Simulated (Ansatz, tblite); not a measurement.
# Ge22H28 ring sphere (Ge22H28): rung by rung

Aim: run the singlet of Ge22H28 ring sphere (Ge22H28) at one geometry on many levels, and compare frontier levels, spin and run time.

The runs use Ansatz 0.2.0, Gaussian basis; as each input shows.

The runs, in order: GFN1-xTB, GFN2-xTB, PBE-D4/def2-TZVP, r2SCAN-D4/def2-TZVP, B97M-V/def2-TZVP, PBE-D4/def2-SVP, PBE0-D4/def2-SVP, HF/6-31G, B3LYP-D4/6-31G, MP2/def2-SVP, RPA/def2-SVP.

1 further run of the same task is left out (set aside as unsound or not needed). Runs told in other sessions of the task aren't counted.

### 1 The geometry

The geometry is that of the singlet, from an earlier relaxation (r2SCAN-D4/def2-SVP).

50 atoms, charge 0, spin multiplicity 1.

Bond lengths: Ge1–Ge14 2.430 Å, Ge1–Ge15 2.433 Å, Ge1–H23 1.543 Å, Ge1–H24 1.543 Å, Ge2–Ge15 2.433 Å, Ge2–Ge16 2.430 Å, Ge2–H25 1.543 Å, Ge2–H26 1.543 Å, Ge3–Ge14 2.430 Å, Ge3–Ge17 2.430 Å, Ge3–H27 1.543 Å, Ge3–H28 1.543 Å, Ge4–Ge14 2.430 Å, Ge4–Ge18 2.433 Å, Ge4–H29 1.543 Å, Ge4–H30 1.543 Å, Ge5–Ge15 2.440 Å, Ge5–Ge18 2.440 Å and more. Angles: Ge14–Ge1–Ge15 110.1°, Ge14–Ge1–H23 110.1°, Ge14–Ge1–H24 110.0°, Ge15–Ge1–H23 109.3°, Ge15–Ge1–H24 109.2°, H23–Ge1–H24 108.0°, Ge15–Ge2–Ge16 110.1°, Ge15–Ge2–H25 109.2°, Ge15–Ge2–H26 109.3°, Ge16–Ge2–H25 110.0°, Ge16–Ge2–H26 110.1°, H25–Ge2–H26 108.0°, Ge14–Ge3–Ge17 109.5°, Ge14–Ge3–H27 109.9°, Ge14–Ge3–H28 109.9°, Ge17–Ge3–H27 109.6°, Ge17–Ge3–H28 109.6°, H27–Ge3–H28 108.3° and more.

PBE0-D4/def2-TZVP was run before; its log isn't repeated, and its numbers join the tables.

### 2 GFN1-xTB

Tight binding, by tblite at 300 K electronic temperature and without a spin-polarisation term:

```python
tblite.interface.Calculator('GFN1-xTB', numbers, positions, charge=0, uhf=0).singlepoint()
```

Energy -1419.5037 eV, HOMO -11.78 eV, LUMO -8.71 eV; 0.58 s.

### 3 GFN2-xTB

Tight binding, by tblite at 300 K electronic temperature and without a spin-polarisation term:

```python
tblite.interface.Calculator('GFN2-xTB', numbers, positions, charge=0, uhf=0).singlepoint()
```

Energy -1551.1604 eV, HOMO -9.89 eV, LUMO -6.11 eV; 0.54 s.

### 4 PBE-D4/def2-TZVP

start.molden holds the orbitals of an earlier run on this state, given as this run's starting guess.

File in.yaml:

```yaml
crystal:
  periodic: [false, false, false]
  atoms:
    - {symbol: Ge, position_ang: [-3.733052, -0.933469, -1.890890]}
    - {symbol: Ge, position_ang: [-3.731646, 1.893629, 0.934780]}
    - {symbol: Ge, position_ang: [-0.932411, -0.932126, -4.702588]}
    - {symbol: Ge, position_ang: [-0.938355, -3.732459, -1.888039]}
    - {symbol: Ge, position_ang: [-0.913176, -0.912694, 0.915276]}
    - {symbol: Ge, position_ang: [1.889338, -3.733681, 0.935374]}
    - {symbol: Ge, position_ang: [1.879837, -0.919159, -1.880691]}
    - {symbol: Ge, position_ang: [1.892438, -0.934276, 3.732241]}
    - {symbol: Ge, position_ang: [-0.917643, 1.879654, -1.880494]}
    - {symbol: Ge, position_ang: [-0.928508, 4.703576, 0.929408]}
    - {symbol: Ge, position_ang: [1.882742, 1.880654, 0.915628]}
    - {symbol: Ge, position_ang: [-0.932866, 1.892889, 3.731832]}
    - {symbol: Ge, position_ang: [4.702644, -0.933951, 0.930891]}
    - {symbol: Ge, position_ang: [-2.336500, -2.335277, -3.300775]}
    - {symbol: Ge, position_ang: [-2.345042, 0.483702, -0.482283]}
    - {symbol: Ge, position_ang: [-2.332765, 3.303518, 2.334165]}
    - {symbol: Ge, position_ang: [0.470690, 0.469979, -3.298557]}
    - {symbol: Ge, position_ang: [0.482373, -2.345075, -0.482573]}
    - {symbol: Ge, position_ang: [0.485801, 0.485195, 2.344624]}
    - {symbol: Ge, position_ang: [3.300882, -2.336969, 2.335151]}
    - {symbol: Ge, position_ang: [3.299470, 0.469052, -0.472297]}
    - {symbol: Ge, position_ang: [0.472699, 3.298062, -0.473136]}
    - {symbol: H, position_ang: [-4.647898, -0.047296, -2.762352]}
    - {symbol: H, position_ang: [-4.631254, -1.813895, -0.997283]}
    - {symbol: H, position_ang: [-4.629005, 1.000667, 1.816712]}
    - {symbol: H, position_ang: [-4.647274, 2.764933, 0.049268]}
    - {symbol: H, position_ang: [-1.812957, -0.043722, -5.605603]}
    - {symbol: H, position_ang: [-0.045489, -1.812149, -5.607541]}
    - {symbol: H, position_ang: [-1.821709, -4.624392, -0.990994]}
    - {symbol: H, position_ang: [-0.055831, -4.653479, -2.756627]}
    - {symbol: H, position_ang: [-1.806385, -1.805896, 1.810924]}
    - {symbol: H, position_ang: [0.993967, -4.629002, 1.816939]}
    - {symbol: H, position_ang: [2.759407, -4.651322, 0.050765]}
    - {symbol: H, position_ang: [2.767067, -1.824828, -2.769233]}
    - {symbol: H, position_ang: [0.996361, -1.813685, 4.628984]}
    - {symbol: H, position_ang: [2.765096, -0.050840, 4.648589]}
    - {symbol: H, position_ang: [-1.822433, 2.767863, -2.769020]}
    - {symbol: H, position_ang: [-1.808492, 5.607590, 0.041460]}
    - {symbol: H, position_ang: [-0.040130, 5.607506, 1.809029]}
    - {symbol: H, position_ang: [2.771909, 2.769639, 1.818975]}
    - {symbol: H, position_ang: [-1.814613, 0.997351, 4.626831]}
    - {symbol: H, position_ang: [-0.049554, 2.763918, 4.649819]}
    - {symbol: H, position_ang: [5.606513, -1.814349, 0.043215]}
    - {symbol: H, position_ang: [5.606721, -0.046306, 1.811135]}
    - {symbol: H, position_ang: [-3.232972, -3.231079, -4.187018]}
    - {symbol: H, position_ang: [-3.227753, 4.190927, 3.230281]}
    - {symbol: H, position_ang: [1.371304, 1.370678, -4.176567]}
    - {symbol: H, position_ang: [4.187366, -3.233032, 3.231123]}
    - {symbol: H, position_ang: [4.178414, 1.368205, -1.373529]}
    - {symbol: H, position_ang: [1.372642, 4.175220, -1.375327]}
basis:
  gaussian: {orbitals: def2-TZVP, fitting: {mean_field: def2-universal-jkfit}, initial_orbitals: start.molden}
hamiltonian: {xc: pbe, dispersion: d4}
scf: {omitted_lower_state_checks: [starts]}
output: {orbitals: {seedname: orbitals}}
```

Launch:

```
> ansatz run in.yaml --threads 11 --pin off --events-out ev --progress --plain --max-ram 174080MiB --backend cuda --devices 0, --max-vram 75GiB
```

The runs that follow: r2SCAN-D4/def2-TZVP; B97M-V/def2-TZVP; PBE-D4/def2-SVP; PBE0-D4/def2-SVP; HF/6-31G; B3LYP-D4/6-31G; MP2/def2-SVP; RPA/def2-SVP.

Q: Predict the results of all the runs planned. Wanted: gap in def2-TZVP, named functionals, smallest and largest; correlation energy, MP2/def2-SVP; binding an atom, functionals in def2-TZVP; PBE0 total energy, smallest basis above largest.

The runs gave:

| quantity | value |
| --- | --- |
| gap in def2-TZVP, named functionals, smallest and largest | 4.01 eV (PBE-D4), 5.59 eV (PBE0-D4) |
| correlation energy, MP2/def2-SVP | -138.69 eV |
| binding an atom, functionals in def2-TZVP | 2.95 (PBE-D4) to 2.99 eV (r2SCAN-D4) |
| PBE0 total energy, smallest basis above largest | 156.25 eV (def2-SVP, def2-TZVP) |

What this shows: Orbital gaps of the named functionals in def2-TZVP span 4.01 eV (PBE-D4) to 5.59 eV (PBE0-D4); exact exchange widens it.
